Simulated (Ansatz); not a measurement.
# Al: an axial (c/a) deformation path

The task here is to estimate one member of a computed series from the others.

This is Al in the hcp structure; at room conditions it is fcc.

Program: Ansatz 0.2.0. Level of theory: DFT r2SCAN, scalar-relativistic, plane waves, PAW. These are calculated values, not measurements.

**The system as given**

Symmetry: P6_3/mmc, No. 194, hexagonal system. The conventional cell has a = 2.812 Å, b = 2.812 Å, c = 4.867 Å, α = 90.00°, β = 90.00°, γ = 120.00°. Al (site symmetry -6m2) has 12 Al at 2.81 to 2.93 Å as nearest neighbours.

As a file:

```xyz
2
Lattice="2.8125 0.0000 0.0000 -1.4062 2.4357 0.0000 0.0000 0.0000 4.8669" Properties=species:S:1:pos:R:3 pbc="T T T"
Al    1.4062    0.8119    3.6501
Al    0.0000    1.6238    1.2167
```

It goes back to an entry of the Materials Project, which need not be the stable form.

The cell is taken as given, not relaxed at this level.

**Zero of energy**

Reference values: F = -1080.7244 eV; pressure -2.91 GPa; largest force 0.000 eV/Å; gap on the mesh none (metal). It was computed beforehand with the settings of the runs below.

The first run:

At fixed volume and fractional coordinates, lengths along (0.000, 0.000, 1.000) are scaled against those across it; ρ is that ratio over its starting value.

input.yaml reads:

```yaml
crystal:
  lattice:
    - [2.9690168435, 0.0, 0.0]
    - [-1.4845084217, 2.5712440107, 0.0]
    - [0.0, 0.0, 4.3671077923]
  atoms:
    - { symbol: Al, position: [0.6666666667, 0.3333333333, 0.75] }
    - { symbol: Al, position: [0.3333333333, 0.6666666667, 0.25] }
basis:
  ecutwfc: 500
kpoints:
  mp_grid: { grid: [24, 24, 12] }
hamiltonian:
  xc: r2scan
scf:
  occupations: { method: gaussian, width: 0.15 }
output:
  forces: true
  stress: true
  eigenvalues: true
```

Started as:

```bash
> ansatz run input.yaml --threads 1 --pin off --max-ram 2560MiB --backend cpu --events-out ev --progress --plain --runs-dir out
```

Among the steps run: ρ = 0.850; At ρ = 1.200; At ρ = 0.920; At ρ = 1.100; At ρ = 0.960; ρ = 1.050; ρ = 0.800; ρ = 1.300.

One table of the session follows, with a row left open; its other results are not shown here.

The scan, with free energies counted from the undisturbed cell:

| ρ | ΔE (meV/atom) | pressure (GPa) |
| --- | --- | --- |
| 0.800 | 67.9 | -0.6 |
| 0.850 | 26.5 | -2.1 |
| 0.920 | -1.9 | -3.2 |
| 0.960 | -6.5 | -3.2 |
| 1.000 | 0.0 | -2.9 |
| 1.050 | 17.2 | -2.1 |
| 1.100 | 46.2 | -0.7 |
| 1.200 | ? | ? |
| 1.300 | 273.9 | 8.7 |

**Question.** Estimate the row for ρ = 1.200.

Worked estimate for «ΔE (meV/atom)». A straight line through the neighbours (1.100, 46.2) and (1.300, 273.9) gives 46.2 + (273.9 − 46.2) × (1.200 − 1.100) / (1.300 − 1.100) = 160.0; a parabola fitted to 3 rows on both sides gives 137.7.

The run gave: ΔE (meV/atom): 137.6; pressure (GPa): 3.3. In «ΔE (meV/atom)» the line misses by +22.4 and the parabola by +0.1.
